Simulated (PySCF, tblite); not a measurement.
**C6H9GeN: geometry, infrared bands and NMR shifts**

Aim: predict the infrared bands and NMR shifts of C6H9GeN (`[CH3][GeH2][C]1=C[C@H](C#N)C1`).

Computed with tblite 0.8.0 and PySCF 2.14.0, with density-fitted response routines of our own, on a single molecule in the gas phase. Atoms count from 0, in the outputs and in this text.

## Step 1: Starting geometry

17 atoms, charge 0, multiplicity 1; geometry from: force field or distance geometry start.

Bonds of the start (Å): C0–Ge1 1.96, Ge1–C2 1.93, C2–C3 1.29, C3–C4 1.45, C4–C5 1.46, C5–N6 1.15, C4–C7 1.49, C7–C2 1.47, C0–H8 1.11, C0–H9 1.11, C0–H10 1.11, Ge1–H11 1.53, Ge1–H12 1.56, C3–H13 1.11, C4–H14 1.12, C7–H15 1.11, C7–H16 1.14.

## Step 2: Geometry optimisation with GFN2-xTB

Job settings and geometry (Å):

```
{"job": {"kind": "relax", "xc": "GFN2-xTB", "basis": "xTB"}, "charge": 0, "multiplicity": 1}
C      2.873400     0.184300    -0.144500
Ge     1.429800    -1.019100    -0.716400
C     -0.187000    -0.214100    -0.024000
C     -0.794200    -0.110100     1.113100
C     -1.922300     0.664600     0.624500
C     -3.213400    -0.015400     0.749400
N     -4.215200    -0.564900     0.859900
C     -1.237800     0.567800    -0.690400
H      2.475400     1.140300     0.259000
H      3.539600     0.404600    -1.009700
H      3.462700    -0.307400     0.655300
H      1.346000    -1.007400    -2.242400
H      1.608700    -2.441100    -0.100200
H     -0.544000    -0.493000     2.125400
H     -1.895100     1.691400     1.078100
H     -0.897000     1.547200    -1.081400
H     -1.836600    -0.015700    -1.465600
```

The run is started by

```sh
OMP_NUM_THREADS=1 python probes_run.py task.json out
```

This one command runs all jobs of the session in turn.

**Question.** This job is followed by: GFN2-xTB harmonic vibrations, gas phase; GIAO PBE0/pcSseg-1 NMR shielding, non-relativistic, gas phase. What will the session give for the following? strongest single infrared mode (GFN2-xTB); zero-point energy (GFN2-xTB); ¹³C shifts against TMS (PBE0/pcSseg-1); ¹H shifts against TMS (PBE0/pcSseg-1, means over atoms taken as alike); ⁷³Ge shifts against GeMe4 (PBE0/pcSseg-1); ¹⁵N shifts against NH3 (PBE0/pcSseg-1).

As calculated:

| quantity | value |
| --- | --- |
| strongest single infrared mode (GFN2-xTB) | 2029 cm⁻¹, 486 km/mol |
| zero-point energy (GFN2-xTB) | 78.1 kcal/mol |
| ¹³C shifts against TMS (PBE0/pcSseg-1) | 164.8, 154.8, 123.5, 42.8, 31.6, -5.2 ppm |
| ¹H shifts against TMS (PBE0/pcSseg-1, means over atoms taken as alike) | 6.73, 4.20, 3.95, 3.54, 3.10, 2.91, 0.36 ppm |
| ⁷³Ge shifts against GeMe4 (PBE0/pcSseg-1) | -181 ppm |
| ¹⁵N shifts against NH3 (PBE0/pcSseg-1) | 302.4 ppm |

In words: Over 95 steps the energy fell by 0.535 eV; of the close pairs, C4–C7 changed most, 1.486 to 1.557 Å. The lowest mode is imaginary (24i cm⁻¹), so the xTB geometry is not a minimum. The strongest single mode, at 2029 cm⁻¹, moves mainly H12 and H11. Unscaled tight-binding wavenumbers are off by several per cent, some by more. Its intensities can rank the bands wrongly. H13 (hydrogen on an alkene CH) lies farthest downfield among hydrogen, at 6.73 ppm; olefinic region. At PBE0/pcSseg-1: The widest tensor belongs to N6: span 470 ppm, with a paramagnetic part of -374 ppm. Spin-orbit coupling is left out, which matters for shieldings and couplings at and beside the heavy atoms.
